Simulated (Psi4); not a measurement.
# doublet [GeH2]+: levels of theory compared

We compute a comparison of 6 runs (U-revPBE/def2-TZVPPD, UBHLYP/def2-TZVPPD, UM06-2X/def2-TZVPPD, UM06-L/def2-TZVPPD, UPBE0/def2-TZVPPD, UTPSS/def2-TZVPPD) of doublet [GeH2]+. 

The results are computed with Psi4 1.11.

### 1 The structure to begin with

[GeH2]+ has 3 atoms, charge +1, and is taken as a doublet. As SMILES of the parent species, `[GeH2]`. The shape is that of a PBE0-D4/def2-TZVP optimisation. That shape belongs to the parent species and isn't relaxed for this state.

Bond lengths: Ge1–H2 1.595 Å, Ge1–H3 1.594 Å. Angles: H2–Ge1–H3 90.6°.

### 2 Energy and gradient at U-revPBE/def2-TZVPPD (run 1)

Contents of job.in:

```
memory 2200 MB

molecule geom {
  1 2
  Ge    -0.570100     0.405100    -0.263700
  H      0.783000     0.743600     0.509000
  H     -0.212900    -1.148700    -0.245300
  symmetry c1
}

set basis def2-TZVPPD
set reference uks
set puream true
set e_convergence 1e-09
set d_convergence 1e-08
set scf_type pk
set dft_radial_points 99
set dft_spherical_points 590
set maxiter 100

gradient("revpbe")
```

Started as:

```console
psi4 job.in job.out -n 1
```

job.out:

```text
[...]
  Running in c1 symmetry.
[...]
  Nuclear repulsion =   21.473702028079785
[...]
  Multiplicity = 2
[...]
  Nalpha       = 17
  Nbeta        = 16
[...]
    Number of basis functions: 88
[...]
   @UKS iter   1: -2076.24426045583277   -1.46680e+00   3.46972e-02 DIIS/ADIIS
[...]
   @UKS iter  12: -2077.64369007856249    4.54747e-13   1.65193e-09 DIIS
[...]
   @S^2 Observed:                7.526785060E-01
[...]
    Orbital Energies [Eh]
    ---------------------
    Alpha Occupied:
       1A   -397.425316     2A    -49.505139     3A    -44.113751
       4A    -44.110171     5A    -44.108256     6A     -6.307447
       7A     -4.529947     8A     -4.517936     9A     -4.512987
      10A     -1.430543    11A     -1.428163    12A     -1.423820
      13A     -1.417413    14A     -1.414948    15A     -0.771175
      16A     -0.562794    17A     -0.528440
    Alpha Virtual:
      18A     -0.415205    19A     -0.257082    20A     -0.217407
      21A     -0.148982    22A     -0.135276    23A     -0.127348
      24A     -0.120801    25A     -0.081730    26A     -0.076215
[...]
  @UKS Final Energy: -2077.64369007856249
   => Energetics <=
    Nuclear Repulsion Energy =             21.4737020280797850
    One-Electron Energy =               -2926.9947844952794185
    Two-Electron Energy =                 907.1576224915722833
    DFT Exchange-Correlation Energy =     -79.2802301029355334
    Empirical Dispersion Energy =           0.0000000000000000
    VV10 Nonlocal Energy =                  0.0000000000000000
    Total Energy =                      -2077.6436900785624857
[...]
 Multipole Moments:
 ------------------------------------------------------------------------------------
     Multipole            Electronic (a.u.)      Nuclear  (a.u.)        Total (a.u.)
 ------------------------------------------------------------------------------------
 L = 1.  Multiply by 2.5417464519 to convert [e a0] to [Debye]
 Dipole X            :         -1.8893788            1.9501117            0.0607330
 Dipole Y            :          1.2270062           -1.2664574           -0.0394512
 Dipole Z            :          0.0000000           -0.0000000            0.0000000
 Magnitude           :                                                    0.0724216
[...]
  -Total Gradient:
     Atom            X                  Y                   Z
    ------   -----------------  -----------------  -----------------
       1       -0.026043097717     0.016893672584    -0.000000000001
       2        0.004885690733    -0.020987994532     0.000000000000
       3        0.021157626873     0.004094168733     0.000000000000
[...]
```

Wall time 23 s (1 thread of Intel Xeon Platinum 8259CL at 2.50GHz (Skylake/Cascade Lake), shared host); peak memory 0.76 GiB.

### 3 Energy and forces at UBHLYP/def2-TZVPPD (run 2)

Contents of geh2.py:

```python
import psi4

psi4.set_memory('2200 MB')
psi4.set_num_threads(1)
psi4.core.set_output_file('output.dat', False)

molecule = psi4.geometry("""
1 2
Ge    -0.570100     0.405100    -0.263700
H      0.783000     0.743600     0.509000
H     -0.212900    -1.148700    -0.245300
symmetry c1
no_reorient
no_com
""")

options = {'basis': 'def2-TZVPPD', 'reference': 'uks', 'puream': True, 'e_convergence': 1e-09, 'd_convergence': 1e-08, 'scf_type': 'pk', 'dft_radial_points': 99, 'dft_spherical_points': 590, 'maxiter': 100}
psi4.set_options(options)

E = psi4.gradient('bhhlyp')
print('gradient / Eh bohr^-1')
print(E.np.round(6))
```

Started as:

```console
python geh2.py
```

output.dat:

```text
[...]
  Running in c1 symmetry.
[...]
  Nuclear repulsion =   21.473702028079792
[...]
  Multiplicity = 2
[...]
  Nalpha       = 17
  Nbeta        = 16
[...]
    Number of basis functions: 88
[...]
   @UKS iter   1: -2076.61623858989969   -2.30266e+00   3.19209e-02 ADIIS/DIIS
[...]
   @UKS iter  11: -2077.77973129506881   -7.27596e-12   3.24923e-09 DIIS
[...]
   @S^2 Observed:                7.590062504E-01
[...]
    Orbital Energies [Eh]
    ---------------------
    Alpha Occupied:
       1A   -401.564459     2A    -51.016877     3A    -45.374858
       4A    -45.372980     5A    -45.370607     6A     -6.924616
       7A     -5.026638     8A     -5.019718     9A     -5.013305
      10A     -1.715987    11A     -1.713351    12A     -1.709204
      13A     -1.703959    14A     -1.700666    15A     -0.890510
      16A     -0.656744    17A     -0.611521
    Alpha Virtual:
      18A     -0.345063    19A     -0.193225    20A     -0.159098
      21A     -0.106908    22A     -0.087826    23A     -0.080769
      24A     -0.077139    25A     -0.039513    26A     -0.030040
[...]
  @UKS Final Energy: -2077.77973129506881
   => Energetics <=
    Nuclear Repulsion Energy =             21.4737020280797921
    One-Electron Energy =               -2927.8072446732962817
    Two-Electron Energy =                 869.1060186524744040
    DFT Exchange-Correlation Energy =     -40.5522073023269982
    Empirical Dispersion Energy =           0.0000000000000000
    VV10 Nonlocal Energy =                  0.0000000000000000
    Total Energy =                      -2077.7797312950688138
[...]
 Multipole Moments:
 ------------------------------------------------------------------------------------
     Multipole            Electronic (a.u.)      Nuclear  (a.u.)        Total (a.u.)
 ------------------------------------------------------------------------------------
 L = 1.  Multiply by 2.5417464519 to convert [e a0] to [Debye]
 Dipole X            :         32.3853030          -33.3973188           -1.0120158
 Dipole Y            :        -23.0122602           23.7313697            0.7191094
 Dipole Z            :         14.9798351          -15.4479442           -0.4681090
 Magnitude           :                                                    1.3268084
[...]
  -Total Gradient:
     Atom            X                  Y                   Z
    ------   -----------------  -----------------  -----------------
       1       -0.034348050315     0.024388940855    -0.015889738007
       2        0.012783852682    -0.020551568906     0.004617992468
       3        0.021564128168    -0.003837329035     0.011271712714
[...]
```

Standard output:

```text
gradient / Eh bohr^-1
[[-0.034348  0.024389 -0.01589 ]
 [ 0.012784 -0.020552  0.004618]
 [ 0.021564 -0.003837  0.011272]]
```

Wall time 22 s (1 thread of Intel Xeon Platinum 8259CL at 2.50GHz (Skylake/Cascade Lake), shared host); peak memory 0.76 GiB.

Runs 3 to 4 aren't shown in full; the table further down has their settings and results.

### 4 A single-point energy at UPBE0/def2-TZVPPD (run 5)

Contents of geh2.json:

```json
{
 "schema_name": "qcschema_input",
 "schema_version": 1,
 "molecule": {
  "schema_name": "qcschema_molecule",
  "schema_version": 2,
  "symbols": ["Ge", "H", "H"],
  "geometry": [-1.07733286, 0.76552805, -0.49832078, 1.47965556, 1.40520035, 0.9618706, -0.40232269, -2.1707284, -0.46354982],
  "molecular_charge": 1,
  "molecular_multiplicity": 2,
  "fix_symmetry": "c1",
  "fix_com": true,
  "fix_orientation": true
 },
 "driver": "energy",
 "model": {
  "method": "pbe0",
  "basis": "def2-TZVPPD"
 },
 "keywords": {
  "reference": "uks",
  "puream": true,
  "e_convergence": 1e-09,
  "d_convergence": 1e-08,
  "scf_type": "pk",
  "dft_radial_points": 99,
  "dft_spherical_points": 590,
  "maxiter": 100
 }
}
```

Started as:

```console
psi4 --qcschema geh2.json -n 1 --memory 2200MB
```

stdout:

```text
[...]
  Running in c1 symmetry.
[...]
  Nuclear repulsion =   21.473702033599345
[...]
  Multiplicity = 2
[...]
  Nalpha       = 17
  Nbeta        = 16
[...]
    Number of basis functions: 88
[...]
   @UKS iter   1: -2076.25811357974681   -1.88631e+00   3.32695e-02 DIIS/ADIIS
[...]
   @UKS iter  11: -2077.53124877901655   -2.72848e-12   1.90406e-09 DIIS
[...]
   @S^2 Observed:                7.546845699E-01
[...]
    Orbital Energies [Eh]
    ---------------------
    Alpha Occupied:
       1A   -399.439821     2A    -50.253378     3A    -44.736903
       4A    -44.734082     5A    -44.731961     6A     -6.619479
       7A     -4.781501     8A     -4.771771     9A     -4.766075
      10A     -1.575247    11A     -1.572724    12A     -1.568375
      13A     -1.562368    14A     -1.559534    15A     -0.834111
      16A     -0.610711    17A     -0.572696
    Alpha Virtual:
      18A     -0.382239    19A     -0.226473    20A     -0.186946
      21A     -0.125358    22A     -0.111477    23A     -0.103211
      24A     -0.096604    25A     -0.056433    26A     -0.051426
[...]
  @UKS Final Energy: -2077.53124877901655
   => Energetics <=
    Nuclear Repulsion Energy =             21.4737020335993449
    One-Electron Energy =               -2927.5177774958401642
    Two-Electron Energy =                 888.2589263751431190
    DFT Exchange-Correlation Energy =     -59.7460996919185447
    Empirical Dispersion Energy =           0.0000000000000000
    VV10 Nonlocal Energy =                  0.0000000000000000
    Total Energy =                      -2077.5312487790165505
[...]
 Multipole Moments:
 ------------------------------------------------------------------------------------
     Multipole            Electronic (a.u.)      Nuclear  (a.u.)        Total (a.u.)
 ------------------------------------------------------------------------------------
 L = 1.  Multiply by 2.5417464519 to convert [e a0] to [Debye]
 Dipole X            :         32.4152441          -33.3973187           -0.9820745
 Dipole Y            :        -23.0335379           23.7313696            0.6978317
 Dipole Z            :         14.9936843          -15.4479442           -0.4542599
 Magnitude           :                                                    1.2875525
[...]
```

The result, in JSON:

```text
{
 "driver": "energy",
 "model": {
  "method": "pbe0",
  "basis": "def2-TZVPPD"
 },
 "success": true,
 "return_result": -2077.5312487790166,
 "properties": {
  "calcinfo_nbasis": 88,
  "calcinfo_nmo": 88,
  "calcinfo_nalpha": 17,
  "calcinfo_nbeta": 16,
  "calcinfo_natom": 3,
  "nuclear_repulsion_energy": 21.473702033599345,
  "return_energy": -2077.5312487790166,
  "scf_one_electron_energy": -2927.51777749584,
  "scf_two_electron_energy": 888.2589263751431,
  "scf_xc_energy": -59.746099691918545,
  "scf_dipole_moment": [-0.9820745242571434, 0.697831682570083, -0.45425989665460165],
  "scf_total_energy": -2077.5312487790166,
  "scf_iterations": 11
 }
}
```

It took 15 s on 1 thread of Intel Xeon Platinum 8259CL at 2.50GHz (Skylake/Cascade Lake), shared host; peak memory 0.76 GiB.

### 5 The energy at UTPSS/def2-TZVPPD (run 6)

Contents of input.in:

```
memory 2.2 GB

molecule system {
  1 2
  Ge    -0.570100     0.405100    -0.263700
  H      0.783000     0.743600     0.509000
  H     -0.212900    -1.148700    -0.245300
  symmetry c1
}

set basis def2-TZVPPD
set reference uks
set puream true
set e_convergence 1e-09
set d_convergence 1e-08
set scf_type pk
set dft_radial_points 99
set dft_spherical_points 590
set maxiter 100

E, wfn = energy('tpss', return_wfn=True)
oeprop(wfn, 'MULLIKEN_CHARGES', 'WIBERG_LOWDIN_INDICES', 'DIPOLE', title='TPSS')
print_variables()
```

Started as:

```console
psi4 -n 1 input.in input.out
```

input.out:

```text
[...]
  Running in c1 symmetry.
[...]
  Nuclear repulsion =   21.473702028079785
[...]
  Multiplicity = 2
[...]
  Nalpha       = 17
  Nbeta        = 16
[...]
    Number of basis functions: 88
[...]
   @UKS iter   1: -2076.39909271107308   -1.49530e+00   3.43862e-02 DIIS/ADIIS
[...]
   @UKS iter  12: -2077.77282793074892   -7.73070e-12   1.32718e-09 DIIS
[...]
   @S^2 Observed:                7.541666254E-01
[...]
  @UKS Final Energy: -2077.77282793074892
   => Energetics <=
    Nuclear Repulsion Energy =             21.4737020280797850
    One-Electron Energy =               -2926.8361387764252868
    Two-Electron Energy =                 906.9964849526234048
    DFT Exchange-Correlation Energy =     -79.4068761350271330
    Empirical Dispersion Energy =           0.0000000000000000
    VV10 Nonlocal Energy =                  0.0000000000000000
    Total Energy =                      -2077.7728279307489174
[...]
 Multipole Moments:
 ------------------------------------------------------------------------------------
     Multipole            Electronic (a.u.)      Nuclear  (a.u.)        Total (a.u.)
 ------------------------------------------------------------------------------------
 L = 1.  Multiply by 2.5417464519 to convert [e a0] to [Debye]
 Dipole X            :         -1.9074923            1.9501117            0.0426194
 Dipole Y            :          1.2387713           -1.2664574           -0.0276860
 Dipole Z            :          0.0000000           -0.0000000            0.0000000
 Magnitude           :                                                    0.0508226
[...]
  Mulliken Charges: (a.u.)
   Center  Symbol    Alpha    Beta     Spin     Total
       1    GE    15.90261 15.25189  0.65073  0.84550
       2     H     0.54870  0.37404  0.17466  0.07725
       3     H     0.54868  0.37407  0.17461  0.07725
   Total alpha = 17.00000, Total beta = 16.00000, Total charge =  1.00000
  Wiberg Bond Indices using Orthogonal Lowdin Orbitals:
  Total Bond Index:
  Irrep: 1 Size: 3 x 3
[...]
```

Wall time 33 s (1 thread of Intel Xeon Platinum 8259CL at 2.50GHz (Skylake/Cascade Lake), shared host); peak memory 1.3 GiB.

### 6 The series

```
run                 level      task   energy (Eh)  HOMO energy (eV)  LUMO energy (eV)   ⟨S²⟩  wall time
  1  U-revPBE/def2-TZVPPD  gradient  -2077.643690            -14.38            -12.81  0.753       23 s
  2    UBHLYP/def2-TZVPPD  gradient  -2077.779731            -16.64            -10.98  0.759       22 s
  3   UM06-2X/def2-TZVPPD  gradient  -2077.800580            -16.60            -11.20  0.754       31 s
  4    UM06-L/def2-TZVPPD  gradient  -2077.743805            -14.41            -12.98  0.753       35 s
  5     UPBE0/def2-TZVPPD    energy  -2077.531249            -15.58            -11.87  0.755       15 s
  6     UTPSS/def2-TZVPPD    energy  -2077.772828            -14.60            -12.79  0.754       33 s
```

### 7 Outcome

| quantity | value |
| --- | --- |
| run 6: total energy | -2077.77283 Eh |
| run 6: HOMO energy (highest over α and β) | -14.60 eV |
| run 6: LUMO energy (lowest over α and β) | -12.79 eV |
| run 6: ⟨S²⟩ | 0.754 |

What this shows: Totals of different functionals can't be ranked against each other. All runs together took 2.7 min, the longest 35 s.
